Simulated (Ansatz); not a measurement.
What does this script print? It uses the Python package of Ansatz (0.2.0).

The script reads `cd3ni_cd3ni.cif`:
```cif
data_Cd3Ni
_cell_length_a 4.180107
_cell_length_b 4.180107
_cell_length_c 4.180107
_cell_angle_alpha 90.00000
_cell_angle_beta 90.00000
_cell_angle_gamma 90.00000
_symmetry_space_group_name_H-M 'P 1'
_symmetry_Int_Tables_number 1
loop_
_symmetry_equiv_pos_as_xyz
'x, y, z'
loop_
_atom_site_label
_atom_site_type_symbol
_atom_site_fract_x
_atom_site_fract_y
_atom_site_fract_z
Cd1 Cd    0.000000    0.500000    0.500000
Cd2 Cd    0.500000    0.000000    0.500000
Cd3 Cd    0.500000    0.500000    0.000000
Ni4 Ni    0.000000    0.000000    0.000000
```

`cd3ni_cd.extxyz`
```text
2
Lattice="2.97887 0.0 0.0 -1.489435 2.57977709 0.0 0.0 0.0 5.61765" Properties=species:S:1:pos:R:3 pbc="T T T"
Cd   -0.00000000    1.71985140    1.40441250
Cd    1.48943500    0.85992570    4.21323750
```

The script reads `cd3ni_ni.extxyz`:
```text
1
Lattice="0.0 1.761935 1.761935 1.761935 0.0 1.761935 1.761935 1.761935 0.0" Properties=species:S:1:pos:R:3:initial_magmoms:R:1 pbc="T T T"
Ni    0.00000000    0.00000000    0.00000000  1.50
```

`formation.py`
```python
'''Is Cd3Ni bound against its elements, after relaxing atoms and volume at fixed cell shape.'''

from collections import Counter

import ansatz as az
from ase.io import read
import numpy as np
from tabulate import tabulate

POLARISED = {'Cd3Ni', 'Ni'}


def compute(name, crystal):
    calc = (
        crystal.calculation()
        .scf(algorithm='direct_min')
        .functional(az.Functional.PBESOL, dispersion='d3bj')
        .basis(520)  # plane waves up to this kinetic energy
        .kpoints(spacing=0.3)  # the mesh must be finer for metals
        .occupations('fermi_dirac', width=0.1)
        .stress()
    )
    if name in POLARISED:
        calc = calc.spin('collinear')
    calc = calc.relax(force_tolerance=0.01, fix_cell=['shape'])
    return calc.run(threads=1)


def counts(outcome):
    return Counter(site.symbol for site in outcome.lattice.sites)

def formation_energy(outcome, mu):
    n = counts(outcome)
    return (outcome.report['energy_sigma0_ev'] - sum(k * mu[element] for element, k in n.items())) / sum(n.values())


def volume_per_atom(outcome):
    return abs(np.linalg.det(outcome.lattice.cell_ang)) / len(outcome.lattice.sites)


def main() -> None:
    phases = {}
    atoms = read('cd3ni_cd3ni.cif')
    cd3ni = az.Crystal.from_ase(atoms).moments(Ni=1.5)
    phases['Cd3Ni'] = cd3ni
    cd = az.Crystal.from_extxyz('cd3ni_cd.extxyz')
    phases['Cd'] = cd
    ni = az.Crystal.from_extxyz('cd3ni_ni.extxyz')
    phases['Ni'] = ni

    done = {name: compute(name, crystal) for name, crystal in phases.items()}

    # energy of one atom in its reference phase
    references = {'Cd': 'Cd', 'Ni': 'Ni'}
    mu = {element: done[name].report['energy_sigma0_ev'] / len(done[name].lattice.sites) for element, name in references.items()}

    target = done['Cd3Ni']
    heat = formation_energy(target, mu)
    rows = [(name, len(o.lattice.sites), volume_per_atom(o), formation_energy(o, mu)) for name, o in done.items()]
    print(tabulate(rows, headers=['phase', 'atoms', 'V (A^3/atom)', 'E_form (eV/atom)'], floatfmt='.4f', tablefmt='simple'))


if __name__ == '__main__':
    main()
```

`python formation.py` gives:
```text
RunWarning: the starting moments were not kept: the SCF closed with an absolute magnetisation of 7.2e-6 μB, where they sum to 1.5 μB in size (1 site). That is at most 0.1 of that sum. Measured as dr2_m measures the in/out step, that magnetisation stands [...]
RunWarning: the SCF converged with its magnetisation's residual, 3.6e-9 eV, over the default limit relative to the magnetisation's size. A small moment can be far from its converged size, and exchange couplings, spin splittings and forces with it. To hold the [...]
phase      atoms    V (A^3/atom)    E_form (eV/atom)
-------  -------  --------------  ------------------
Cd3Ni          4         16.3804              0.0143
Cd             2         20.0067              0.0000
Ni             1         10.0879              0.0000
```
(Warnings from the package without file and line, shortened, repeats left out.)

What to keep in mind:
- These settings explore the input space; cutoff and mesh may be short of convergence.
- The SCF didn't keep the moments it started from (some shrank, vanished or turned); what is printed is the state reached.
- Dispersion corrections can be off by several per cent in the lattices of metals, and by several GPa in the pressure at a fixed cell.
- For the metals among these phases the mesh is modest: differences between phases can be off by up to 40 meV an atom.
- Atoms and volume are relaxed with the cell's shape held, which in cells of lower than cubic symmetry can hide stresses and shift volumes.
- The cells come from databases of deposited and of computed structures, and not all need be stable phases.
- The compound is the structure given, not necessarily its lowest; energies are at zero temperature, with no correction for gases. Magnetic phases start from parallel moments and may not end in their lowest magnetic state. A semilocal functional's error on such energies is often 0.05 to 0.1 eV an atom, and 0.1 to 0.3 eV against gases such as O2 or F2.
- Run time: 10 min on 1 thread of Arm Neoverse N1 (shared host), peak memory 0.9 GiB.
